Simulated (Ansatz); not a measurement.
# SiICl2 radical: a ladder of functionals and wavefunction methods

Aim: compute SiICl2 radical with functionals from several rungs and with coupled cluster. The yardstick is the atomisation energy at the CCSD(T) limit.

The runs use Ansatz 0.2.0, Gaussian basis; functionals in def2-TZVPP, the program's frozen cores in correlated methods.

Plan: LDA (SPW92), PBE-D4, revPBE-D4, BLYP-D4, r2SCAN-D4, B97M-V, PBE0-D4, B3LYP-D4, r2SCANh-D4, r2SCAN0-D4, HSE06-D4, BHLYP-D4, CAM-B3LYP-D4, LC-ωPBE, ωB97X-V, ωB97M-V, B2PLYP, PBE-QIDH; CCSD(T)/def2-SVP; CCSD(T)/def2-TZVPP; MP2/def2-QZVPP; extrapolation to the limit; RPA on PBE.

## (1) The geometry

The geometry comes from an earlier relaxation with PBE0-D4 in a triple-zeta def2 set; it is a stationary point. I takes the def2 core potential; no spin-orbit term is included.

4 atoms, charge 0, spin multiplicity 2.

Atoms are counted from 1 here; the program's logs count them from 0.

Bond lengths: Cl1–Si2 2.047 Å, Si2–Cl3 2.047 Å, Si2–I4 2.437 Å. Angles: Cl1–Si2–Cl3 108.4°, Cl1–Si2–I4 110.5°, Cl3–Si2–I4 110.5°.

## (2) LDA

This LDA is Slater exchange with PW92 correlation.

Input file in.yaml:

```yaml
crystal:
  periodic: [false, false, false]
  atoms:
    - {symbol: Cl, position_ang: [-0.600282, -0.334081, 1.851372]}
    - {symbol: Si, position_ang: [-0.146477, -0.514635, -0.136859]}
    - {symbol: Cl, position_ang: [1.890796, -0.556855, -0.335200]}
    - {symbol: I, position_ang: [-1.088537, 1.345269, -1.399614]}
basis:
  gaussian: {orbitals: def2-TZVPP}
magnetization: {spin_polarized: true, initial_magnetization: 1}
hamiltonian: {xc: lda}
output: {orbitals: {seedname: orbitals}}
```

Further steps of the session: PBE-D4 (GGA); revPBE-D4 (GGA); BLYP-D4 (GGA); r2SCAN-D4 (meta-GGA); B97M-V (meta-GGA); PBE0-D4 (hybrid); B3LYP-D4 (hybrid); r2SCANh-D4 (hybrid); r2SCAN0-D4 (hybrid); HSE06-D4 (hybrid); BHLYP-D4 (hybrid); CAM-B3LYP-D4 (range-separated); LC-ωPBE-D4 (range-separated); ωB97X-V (range-separated); ωB97M-V (range-separated); B2PLYP (double hybrid); PBE-QIDH (double hybrid); CCSD(T) in def2-SVP; CCSD(T) in def2-TZVPP; MP2 in def2-QZVPP; RPA on PBE orbitals.

Q: Predict the results of all the runs planned. Wanted: atomisation energy, CCSD(T)/CBS; farthest beyond LDA; mean size of error, GGA; mean size of error, meta-GGA; mean size of error, hybrid; mean size of error, range-separated; mean size of error, double hybrid; gap, smallest and largest; T1 diagnostic.

As calculated:

```
                               quantity                                              value
        atomisation energy, CCSD(T)/CBS                                     249.2 kcal/mol
functionals within 2.5 kcal/mol (1.0 %)  revPBE-D4, r2SCAN0-D4, ωB97X-V, ωB97M-V, PBE-QIDH
                    farthest beyond LDA                          BHLYP-D4 (-13.4 kcal/mol)
                mean size of error, GGA                                       5.7 kcal/mol
           mean size of error, meta-GGA                                       5.6 kcal/mol
             mean size of error, hybrid                                       5.4 kcal/mol
    mean size of error, range-separated                                       4.6 kcal/mol
      mean size of error, double hybrid                                       5.3 kcal/mol
              gap, smallest and largest           0.95 eV (LDA (SPW92)), 8.02 eV (LC-ωPBE)
                          T1 diagnostic                                             0.0117
triples share of the correlation energy                                              3.4 %
```

**Reading.** The LDA atomisation energy is off by 44.7 kcal/mol (18 %): it overbinds. PBE-D4 misses by +9.7 kcal/mol. Double hybrids carry the basis error of their MP2 part in triple zeta, and no dispersion term here, so their miss is partly the set-up's. By mean error the best rung here is range-separated (4.6 kcal/mol) and the worst beyond LDA is GGA (5.7 kcal/mol). The gap between the best rungs is small, so their order is not settled. RPA and LDA stand outside this count. The reference freezes the cores and leaves out spin-orbit coupling and excitations past (T), and its outer-core shells are covered unevenly, so misses under about 2.5 kcal/mol can't be ranked. All levels share the lack of spin-orbit coupling, which lowers the free heavy atoms and so the true binding. Hartree-Fock recovers 70 % of the binding; the rest is correlation. CCSD(T) in def2-SVP is off by -36.2 kcal/mol, more than most functionals: a good method in a small basis is no reference. Orbital gaps span 0.9 to 8.0 eV; exact exchange widens them. Correlated methods include outer-core shells of I, which these sets cover unevenly.
